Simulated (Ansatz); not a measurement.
Write a Python script for the Ansatz DFT code, driven from Python that makes an equation of state with a fit of VOs, space group Pm-3m. Use (first run): r2SCAN, norm-conserving potentials, the default cutoff (1257 eV here), 8×8×8 k-points, cold smearing of 0.1 eV, collinear spin.

```cif
data_structure
_symmetry_space_group_name_H-M 'P 1'
_symmetry_Int_Tables_number 1
_cell_length_a 3.0166
_cell_length_b 3.0166
_cell_length_c 3.0166
_cell_angle_alpha 90.000
_cell_angle_beta 90.000
_cell_angle_gamma 90.000
_cell_volume 27.45
loop_
_atom_site_label
_atom_site_type_symbol
_atom_site_fract_x
_atom_site_fract_y
_atom_site_fract_z
_atom_site_occupancy
V1 V 0.00000 0.00000 0.00000 1
Os1 Os 0.50000 0.50000 0.50000 1
```

`eos.py`:
```python
'''Bulk modulus of VOs from an E(V) curve.'''

import logging
import sys

import ansatz as az
import numpy as np
from pymatgen.analysis.eos import EOS

logging.basicConfig(stream=sys.stdout, format='%(levelname)s %(message)s')
log = logging.getLogger('vos')
log.setLevel(logging.INFO)

SMEARING = 'cold'
MIXING_BETA = 0.6
KMESH = (8, 8, 8)

VECTORS = np.array([
    [3.016574, 0.0, 0.0],
    [0.0, 3.016574, 0.0],
    [0.0, 0.0, 3.016574],
])
SITES = [
    ('V', (0.0, 0.0, 0.0), 2.0),
    ('Os', (0.5, 0.5, 0.5), 0.0),
]


def on_lattice(cell):
    crystal = az.Crystal(lattice=az.Lattice.of(cell))
    for symbol, position, moment in SITES:
        crystal = crystal.atom(symbol, position, moment=moment or None)
    return crystal

# scale the volume, keep shape and fractions
volumes, energies = [], []
for scale in np.linspace(0.9, 1.1, 9):
    cell = VECTORS * scale ** (1 / 3)
    base = (
        on_lattice(cell).calculation()
        .functional(az.Functional.R2SCAN)
        .pseudopotentials('nc')
        .occupations(SMEARING)  # smearing steadies the SCF of a metal
        .spin(az.SpinTreatment.COLLINEAR)
        .mixing('broyden', ndim=4, beta=MIXING_BETA)  # how the next input density is formed
        .kpoints(*KMESH)
    )
    report = base.run(threads=1).report
    volumes.append(abs(np.linalg.det(cell)) / len(SITES))
    energies.append(report['free_energy_ev'] / len(SITES))
    log.info(f'V = {volumes[-1]:8.4f} A^3/atom  F = {energies[-1]:.5f} eV/atom')

for form in ['vinet']:
    fit = EOS(eos_name=form).fit(volumes, energies)
    log.info(f'{form:18s} V0 {fit.v0:8.4f} A^3/atom  B0 {fit.b0_GPa:7.1f} GPa  B1 {fit.b1:5.2f}')
```

`python eos.py` gives:
```text
DeckWarning: basis.ecutwfc = 1257.2 eV, auto-derived from the records' recommended cutoffs: set by V (normal level)
INFO V =  12.3525 A^3/atom  F = -2685.81231 eV/atom
INFO V =  12.6956 A^3/atom  F = -2685.87657 eV/atom
INFO V =  13.0387 A^3/atom  F = -2685.91761 eV/atom
INFO V =  13.3819 A^3/atom  F = -2685.93849 eV/atom
INFO V =  13.7250 A^3/atom  F = -2685.94190 eV/atom
INFO V =  14.0681 A^3/atom  F = -2685.93025 eV/atom
INFO V =  14.4112 A^3/atom  F = -2685.90549 eV/atom
INFO V =  14.7544 A^3/atom  F = -2685.86915 eV/atom
INFO V =  15.0975 A^3/atom  F = -2685.82276 eV/atom
INFO vinet              V0  13.6260 A^3/atom  B0   292.9 GPa  B1  4.57
```
(Warnings from the package without file and line.)

A third-order Birch-Murnaghan fit through the 9 points (the script's own form differs a little) has its minimum at 13.63 Å³ an atom, 0.7 % below the typed cell, with a bulk modulus of 292 GPa. From that minimum the energy rises by 130.3 meV an atom on the compressed side and 119.9 meV on the expanded side.

Reading the output:
- These settings explore the input space; cutoff and mesh may be short of convergence.
- Other magnetic orders than the one started from may lie lower.
- Such functionals run on norm-conserving files made under PBE, which can move pressures by some GPa.
- For a metal this k-point mesh is coarse: on a finer one energies can move by several to tens of meV an atom and pressures by half a GPa or more, differences at one mesh by less.
- Spin-orbit coupling, which matters for elements this heavy, is left out.
- r2SCAN tends to overestimate the moments of itinerant magnets.
- This cell is a computed structure, which may not be the phase found in nature.
- It ran for 8.1 min on 1 thread of Arm Neoverse N1, with other jobs on the host, peak memory 0.59 GiB.

(Lines on the test bed's own set-up are left out of the output.)
